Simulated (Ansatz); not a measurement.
**CH5AlOSiTe: up Jacob's ladder to CCSD(T)**

How much do the methods differ for CH5AlOSiTe? The plan is to run it at one geometry with functionals of several rungs and with coupled cluster. The yardstick is the atomisation energy at the CCSD(T) limit.

Computed with Ansatz 0.2.0, Gaussian basis. Level: functionals in def2-TZVPP, the program's frozen cores in correlated methods.

The runs, in order: LDA (SPW92), PBE-D4, revPBE-D4, BLYP-D4, r2SCAN-D4, B97M-V, PBE0-D4, B3LYP-D4, r2SCANh-D4, r2SCAN0-D4, HSE06-D4, BHLYP-D4, CAM-B3LYP-D4, LC-ωPBE, ωB97X-V, ωB97M-V, B2PLYP, PBE-QIDH; CCSD(T)/def2-SVP; CCSD(T)/def2-TZVPP; MP2/def2-QZVPP; extrapolation to the limit; RPA on PBE.

### 1 The geometry

The geometry comes from an earlier relaxation with PBE0-D4 in a triple-zeta def2 set; it is a stationary point, not always the lowest conformer. Te takes the def2 core potential; no spin-orbit term is included.

SMILES `O=C[Te][SiH2][AlH2]`, 10 atoms, charge 0, spin multiplicity 1.

Atoms are counted from 1 here; the program's logs count them from 0.

Bond lengths: O1–C2 1.182 Å, C2–Te3 2.187 Å, C2–H6 1.106 Å, Te3–Si4 2.613 Å, Si4–Al5 2.404 Å, Si4–H7 1.487 Å, Si4–H8 1.490 Å, Al5–H9 1.587 Å, Al5–H10 1.581 Å. Angles: O1–C2–Te3 122.7°, O1–C2–H6 124.4°, Te3–C2–H6 112.8°, C2–Te3–Si4 92.3°, Te3–Si4–Al5 69.4°, Te3–Si4–H7 101.7°, Te3–Si4–H8 103.2°, Al5–Si4–H7 124.7°, Al5–Si4–H8 126.7°, H7–Si4–H8 108.6°, Si4–Al5–H9 114.7°, Si4–Al5–H10 118.1°, H9–Al5–H10 126.9°.

Coordinates:

```xyz
10
charge 0, multiplicity 1
O     1.3639   -0.2577    2.8744
C     0.7133   -0.3240    1.8903
Te    1.5938   -0.5938   -0.0937
Si   -0.7504   -0.8905   -1.2092
Al   -0.2340    1.4413   -0.9382
H    -0.3905   -0.2524    1.8639
H    -0.4115   -1.6987   -2.4109
H    -1.4793   -1.7592   -0.2424
H    -0.7227    2.0726    0.4330
H     0.4005    2.2111   -2.1643
```

### 2 LDA

This LDA is Slater exchange with PW92 correlation.

File in.yaml:

```yaml
crystal:
  periodic: [false, false, false]
  atoms:
    - {symbol: O, position_ang: [1.363944, -0.257675, 2.874375]}
    - {symbol: C, position_ang: [0.713312, -0.324009, 1.890318]}
    - {symbol: Te, position_ang: [1.593775, -0.593763, -0.093654]}
    - {symbol: Si, position_ang: [-0.750409, -0.890469, -1.209224]}
    - {symbol: Al, position_ang: [-0.234009, 1.441329, -0.938188]}
    - {symbol: H, position_ang: [-0.390478, -0.252406, 1.863883]}
    - {symbol: H, position_ang: [-0.411462, -1.698699, -2.410931]}
    - {symbol: H, position_ang: [-1.479285, -1.759196, -0.242372]}
    - {symbol: H, position_ang: [-0.722675, 2.072551, 0.433025]}
    - {symbol: H, position_ang: [0.400487, 2.211138, -2.164334]}
basis:
  gaussian: {orbitals: def2-TZVPP}
hamiltonian: {xc: lda}
output: {orbitals: {seedname: orbitals}}
```

Command:

```
ansatz run in.yaml --threads 4 --pin off --events-out ev --progress --plain --max-ram 10444MiB
```

Further steps of the session: PBE-D4 (GGA); revPBE-D4 (GGA); BLYP-D4 (GGA); r2SCAN-D4 (meta-GGA); B97M-V (meta-GGA); B3LYP-D4 (hybrid); r2SCANh-D4 (hybrid); r2SCAN0-D4 (hybrid); HSE06-D4 (hybrid); BHLYP-D4 (hybrid); CAM-B3LYP-D4 (range-separated); LC-ωPBE (range-separated); ωB97X-V (range-separated); ωB97M-V (range-separated); B2PLYP (double hybrid); PBE-QIDH (double hybrid); CCSD(T) in def2-SVP; CCSD(T) in def2-TZVPP; MP2 in def2-QZVPP; RPA on PBE orbitals.

Before running them: what should the planned runs give, taken together? Wanted: atomisation energy, CCSD(T)/CBS; farthest beyond LDA; mean size of error, GGA; mean size of error, meta-GGA; mean size of error, hybrid; mean size of error, range-separated; mean size of error, double hybrid; gap, smallest and largest; T1 diagnostic.

The runs gave:

| quantity | value |
| --- | --- |
| atomisation energy, CCSD(T)/CBS | 740.1 kcal/mol |
| functionals within 7.4 kcal/mol (1.0 %) | revPBE-D4, BLYP-D4, r2SCAN-D4, B97M-V, PBE0-D4, B3LYP-D4, r2SCANh-D4, HSE06-D4, ωB97X-V, ωB97M-V |
| farthest beyond LDA | BHLYP-D4 (-33.1 kcal/mol) |
| mean size of error, GGA | 6.7 kcal/mol |
| mean size of error, meta-GGA | 3.6 kcal/mol |
| mean size of error, hybrid | 12.0 kcal/mol |
| mean size of error, range-separated | 8.7 kcal/mol |
| mean size of error, double hybrid | 16.0 kcal/mol |
| gap, smallest and largest | 3.20 eV (LDA (SPW92)), 9.75 eV (LC-ωPBE) |
| T1 diagnostic | 0.0160 |
| triples share of the correlation energy | 3.7 % |

In words: LDA overbinds by 111.5 kcal/mol (15 %). PBE-D4 is off by +14.1 kcal/mol. Double hybrids carry the basis error of their MP2 part in triple zeta, and no dispersion term here, so their miss is partly the set-up's. The rungs meta-GGA, GGA miss on average by less than the doubt on the reference (7.4 kcal/mol), so they tie. Misses under about 7.4 kcal/mol are within the doubt on the reference itself, which lacks core-valence correlation, spin-orbit coupling and higher excitations, and its outer-core shells are covered unevenly. All levels share the lack of spin-orbit coupling, which lowers the free heavy atoms and so the true binding. Hartree-Fock recovers 68 % of the binding; the rest is correlation. CCSD(T) in def2-SVP is off by -57.2 kcal/mol, which most functionals beat. The gap grows from 3.2 to 9.7 eV across the functionals, mostly with the share of exact exchange. Correlated methods include outer-core shells of Te, which these sets cover unevenly.
